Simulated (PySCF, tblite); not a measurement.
**C₅H₁₃BOS: geometry, infrared bands and NMR shifts**

What infrared bands and NMR shifts should C₅H₁₃BOS (`BOCC[C@H](C)SC`) show?

Programs: tblite 0.8.0 and PySCF 2.14.0, with density-fitted response routines of our own. Each step states its level of theory. These are calculated values for one molecule in the gas phase, unless marked as measured. Atoms count from 0, in the outputs and in this text.

## 1. Starting geometry

21 atoms, charge 0, multiplicity 1; geometry from: force field or distance geometry start.

Bonds of the start (Å): B0–O1 1.49, O1–C2 1.38, C2–C3 1.51, C3–C4 1.51, C4–C5 1.54, C4–S6 1.83, S6–C7 1.81, B0–H8 1.19, B0–H9 1.18, C2–H10 1.12, C2–H11 1.11, C3–H12 1.14, C3–H13 1.12, C4–H14 1.08, C5–H15 1.11, C5–H16 1.10, C5–H17 1.11, C7–H18 1.12, C7–H19 1.10, C7–H20 1.11.

## 2. Relaxing the molecule with GFN2-xTB

Job settings and geometry (Å):

```
{"job": {"kind": "relax", "xc": "GFN2-xTB", "basis": "xTB"}, "charge": 0, "multiplicity": 1}
B      3.323700    -0.770100     0.965100
O      1.851500    -0.553700     1.042800
C      1.556100     0.339700     0.033100
C      0.096700     0.703400    -0.068300
C     -0.821900    -0.475900    -0.305000
C     -0.387500    -1.083500    -1.649600
S     -2.541300     0.099000    -0.534200
C     -3.188300     0.805500     0.995700
H      3.985700    -0.202500     1.780400
H      3.835100    -0.932100    -0.088000
H      2.075100     1.292900     0.317000
H      1.987800    -0.005700    -0.923800
H     -0.264400     1.317300     0.817900
H      0.009700     1.393800    -0.942900
H     -0.781800    -1.256000     0.439300
H      0.278800    -1.956500    -1.491300
H     -1.279400    -1.311400    -2.250900
H      0.233400    -0.311900    -2.145900
H     -2.371200     1.192900     1.663400
H     -3.839100     1.647000     0.735400
H     -3.767500     0.084800     1.609100
```

Launch:

```
> OMP_NUM_THREADS=1 python probes_run.py task.json out
```

This one command runs all jobs of the session in turn.

**Question.** This job is followed by: GFN2-xTB harmonic vibrations, gas phase; GIAO PBE0/pcSseg-1 NMR shielding, non-relativistic, gas phase. What will the session give for the following? strongest single infrared mode (GFN2-xTB); zero-point energy (GFN2-xTB); 13C shifts against TMS (PBE0/pcSseg-1); 1H shifts against TMS (PBE0/pcSseg-1, means over atoms taken as alike); 11B shifts against BF3·OEt2 (PBE0/pcSseg-1); 17O shifts against H2O (PBE0/pcSseg-1); 33S shifts against CS2 (PBE0/pcSseg-1).

As calculated:

| quantity | value |
| --- | --- |
| strongest single infrared mode (GFN2-xTB) | 1364 cm⁻¹, 171 km/mol |
| zero-point energy (GFN2-xTB) | 109.2 kcal/mol |
| 13C shifts against TMS (PBE0/pcSseg-1) | 74.9, 44.6, 44.3, 20.9, 20.4 ppm |
| 1H shifts against TMS (PBE0/pcSseg-1, means over atoms taken as alike) | 5.01, 4.68, 3.97, 2.34, 2.07, 1.92, 1.49, 1.30 ppm |
| 11B shifts against BF3·OEt2 (PBE0/pcSseg-1) | 44.4 ppm |
| 17O shifts against H2O (PBE0/pcSseg-1) | 234.2 ppm |
| 33S shifts against CS2 (PBE0/pcSseg-1) | 5 ppm |

What this shows: Relaxing lowered the energy by 1.804 eV in 207 steps; the close pair that moved most is B0–O1, from 1.490 to 1.321 Å. No mode is imaginary among the 57: a minimum at this level. The strongest single mode, at 1364 cm⁻¹, moves mainly B0 and O1. GFN2-xTB is a fitted tight-binding method: band positions and strengths are rough. Its intensities can rank the bands wrongly. C2 (sp3 CH2 bonded to O) lies farthest downfield among carbon, at 74.9 ppm; deshielded by the electronegative neighbour.
